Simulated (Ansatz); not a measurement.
Write a Python script for the Python package of Ansatz (0.2.0) that makes a check of forces and pressure against finite differences of BeAu3 (distorted cell). Use (first run): r2SCAN, PAW, cutoff 650 eV, 4×4×4 k-points, Methfessel-Paxton smearing of 0.1 eV.

```
Be Au
1.0
     4.01171    0.00000    0.00000
     0.00000    4.01171    0.00000
     0.00000    0.00000    4.01171
Be Au
1 3
Direct
  0.00828 0.00822 0.01599
  0.01079 0.49222 0.49868
  0.48644 0.00002 0.47329
  0.48171 0.47848 0.01907
```

The script, `fdcheck.py`:
```python
"""Forces and pressure of BeAu3 against finite differences of the energy, atoms off their sites."""

import warnings

import ansatz as az
import numpy as np

config = {
    "occupations": "methfessel_paxton",
    "cutoff_ev": 650,
    "mesh": (4, 4, 4),
    "tolerance": 1e-09,
}

vectors0 = np.array([
    [4.01171, 0.0, 0.0],
    [0.0, 4.01171, 0.0],
    [0.0, 0.0, 4.01171],
])
sites = [
    ("Be", [0.00828, 0.00822, 0.01599]),
    ("Au", [0.01079, 0.49222, 0.49868]),
    ("Au", [0.48644, 2e-05, 0.47329]),
    ("Au", [0.48171, 0.47848, 0.01907]),
]


def crystal_on(cell):
    crystal = az.Crystal(lattice=az.Lattice.of(cell))
    for symbol, position in sites:
        crystal = crystal.atom(symbol, position)
    return crystal


def main() -> None:
    warnings.simplefilter("ignore", az.DeckWarning)

    def solve(crystal):
        return (
            crystal.calculation()
            .functional(az.Functional.R2SCAN)
            .occupations(config["occupations"])
            .basis(config["cutoff_ev"], xc_grid=2)
            .kpoints(*config["mesh"])
            .scf(tolerance=config["tolerance"])
            .forces()
            .stress()
            .run(threads=1)
        ).report


    centre = solve(crystal_on(vectors0))
    start = crystal_on(vectors0)
    # central difference: F = -(E(+h) - E(-h)) / 2h
    print(f"force on atom 1 along x: analytic {centre['forces_ev_ang'][1][0]:.4f} eV/A")
    for h in (0.005, 0.02):
        shift = np.eye(3)[0] * h @ np.linalg.inv(vectors0)
        plus, minus = (solve(start.move(1, to=np.array(sites[1][1]) + sign * shift))["lagrangian_ev"] for sign in (1, -1))
        print(f"  step {h} A: numerical {-(plus - minus) / (2 * h):.4f} eV/A")
    # P = -dF/dV; the difference feels the change of the plane-wave count with the cell
    volume = abs(np.linalg.det(vectors0))
    larger, smaller = (solve(crystal_on(vectors0 * (1 + sign * 0.005) ** (1 / 3)))["lagrangian_ev"] for sign in (1, -1))
    numerical = -(larger - smaller) / (0.01 * volume) * 160.21766
    print(f"pressure: analytic {np.trace(centre['stress_gpa']) / 3:.3f}, numerical {numerical:.3f} GPa")


if __name__ == "__main__":
    main()
```

```console
$ python fdcheck.py
force on atom 1 along x: analytic -1.2501 eV/A
  step 0.005 A: numerical -1.2501 eV/A
  step 0.02 A: numerical -1.2504 eV/A
pressure: analytic -1.449, numerical -1.446 GPa
```

The mesh is modest for a metal, so energies can be off by several to tens of meV an atom and pressures by half a GPa or more; differences at equal mesh fare better. The program warned that this SCF threshold is loose for forces or stresses. Pressure is positive in compression. Spin-orbit coupling, which matters for elements this heavy, is left out. The cell is a database structure, distorted on purpose. The central difference errs as the square of the step, so the shorter step is the fairer test; what remains comes from the finite grid and the SCF threshold. The script silences the warnings on its input, which a real study should read. Wall time of the script: 3.6 min on 1 thread of Arm Neoverse V1, with other jobs on the host, peak memory 0.48 GiB.
